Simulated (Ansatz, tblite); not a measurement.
# TaSeCl3: one state, many levels

How do method and basis change the picture of TaSeCl3 (singlet)?

Method: as each input shows; program: Ansatz 0.2.0, Gaussian basis.

Plan: GFN1-xTB, GFN2-xTB, PBE-D4/def2-TZVP, r2SCAN-D4/def2-TZVP, B2PLYP/def2-TZVP, LDA/def2-TZVP, revPBE-D4/def2-TZVP, r2SCANh-D4/def2-TZVP, HSE06-D4/def2-TZVP, r2SCAN0-D4/def2-TZVP, BHLYP-D4/def2-TZVP, PBE+5HF/def2-TZVP, PBE+10HF/def2-TZVP, PBE+15HF/def2-TZVP, PBE+35HF/def2-TZVP, PBE+50HF/def2-TZVP, PBE-D4/def2-SVP, PBE0-D4/def2-SVP, PBE0-D4/def2-TZVPD, PBE-D4/def2-TZVPD, r2SCAN-D4/def2-TZVPD, CCSD(T)/def2-SVP, MP2/def2-TZVP, RPA/def2-TZVP.

### Step 1. The geometry

The singlet was relaxed beforehand with r2SCAN-D4/def2-SVP.

5 atoms, charge 0, spin multiplicity 1.

Bond lengths: Ta1–Se2 2.283 Å, Ta1–Cl3 2.289 Å, Ta1–Cl4 2.289 Å, Ta1–Cl5 2.289 Å. Angles: Se2–Ta1–Cl3 107.9°, Se2–Ta1–Cl4 107.9°, Se2–Ta1–Cl5 107.9°, Cl3–Ta1–Cl4 111.0°, Cl3–Ta1–Cl5 111.0°, Cl4–Ta1–Cl5 111.0°.

Formally the metal is d0. Ta takes a core potential in the def2 sets. No spin-orbit coupling is included.

PBE0-D4/def2-TZVP was run before; its log isn't repeated, and its numbers join the tables.

### Step 2. GFN1-xTB

Tight binding, by tblite at 300 K electronic temperature and without a spin-polarisation term:

```python
tblite.interface.Calculator('GFN1-xTB', numbers, positions, charge=0, uhf=0).singlepoint()
```

Energy -497.2396 eV, HOMO -11.88 eV, LUMO -9.38 eV; 0.006 s.

### Step 3. GFN2-xTB

Tight binding, by tblite at 300 K electronic temperature and without a spin-polarisation term:

```python
tblite.interface.Calculator('GFN2-xTB', numbers, positions, charge=0, uhf=0).singlepoint()
```

Energy -518.7275 eV, HOMO -11.17 eV, LUMO -8.93 eV; 0.006 s.

### Step 4. PBE-D4/def2-TZVP

start.molden holds the orbitals of an earlier run on this state, given as this run's starting guess.

The input, in.yaml:

```yaml
crystal:
  periodic: [false, false, false]
  atoms:
    - {symbol: Ta, position_ang: [-0.000286, 0.000278, -0.034792]}
    - {symbol: Se, position_ang: [0.011579, -0.017584, 2.248551]}
    - {symbol: Cl, position_ang: [2.174265, 0.010271, -0.750149]}
    - {symbol: Cl, position_ang: [-1.096595, 1.890485, -0.717058]}
    - {symbol: Cl, position_ang: [-1.088953, -1.883460, -0.746551]}
basis:
  gaussian: {orbitals: def2-TZVP, initial_orbitals: start.molden}
hamiltonian: {xc: pbe, dispersion: d4}
scf: {omitted_lower_state_checks: [starts]}
output: {forces: true, orbitals: {seedname: orbitals}}
```

Started as:

```bash
> ansatz run in.yaml --threads 4 --pin off --events-out ev --progress --plain --max-ram 3916MiB
```

The runs that follow: r2SCAN-D4/def2-TZVP; B2PLYP/def2-TZVP; LDA/def2-TZVP; revPBE-D4/def2-TZVP; r2SCANh-D4/def2-TZVP; HSE06-D4/def2-TZVP; r2SCAN0-D4/def2-TZVP; BHLYP-D4/def2-TZVP; PBE+5HF/def2-TZVP; PBE+10HF/def2-TZVP; PBE+15HF/def2-TZVP; PBE+35HF/def2-TZVP; PBE+50HF/def2-TZVP; PBE-D4/def2-SVP; PBE0-D4/def2-SVP; PBE0-D4/def2-TZVPD; PBE-D4/def2-TZVPD; r2SCAN-D4/def2-TZVPD; CCSD(T)/def2-SVP; MP2/def2-TZVP; RPA/def2-TZVP.

Before running them: what should the planned runs give, taken together? Wanted: gap in def2-TZVP, named functionals, smallest and largest; gap over the share of exact exchange; correlation energy, CCSD(T)/def2-SVP; correlation energy, MP2/def2-TZVP; binding an atom, CCSD(T)/def2-SVP; PBE0 total energy, smallest basis above largest.

**Answer**, as computed:

| quantity | value |
| --- | --- |
| gap in def2-TZVP, named functionals, smallest and largest | 2.99 eV (LDA), 6.61 eV (BHLYP-D4) |
| gap over the share of exact exchange | 3.04 eV at 0, 6.67 eV at 0.5 |
| correlation energy, CCSD(T)/def2-SVP | -26.43 eV |
| correlation energy, MP2/def2-TZVP | -32.43 eV |
| binding an atom, CCSD(T)/def2-SVP | 3.712 eV |
| PBE0 total energy, smallest basis above largest | 21.32 eV (def2-SVP, def2-TZVPD) |

What this shows: Orbital gaps of the named functionals in def2-TZVP span 2.99 eV (LDA) to 6.61 eV (BHLYP-D4); exact exchange widens it. Raising the share of exact exchange from 0 to 0.5 moves the HOMO by -2.20 eV and the LUMO by +1.43 eV. The functionals in def2-TZVP miss CCSD(T)/def2-SVP by -0.034 (BHLYP-D4) to +0.953 eV (LDA) an atom. The yardstick is in a double-zeta basis, so levels in larger sets aren't compared like for like. The reference is CCSD(T) in one finite basis, so it carries an error of its own, often a tenth of an eV or more, and near misses can't be ranked.
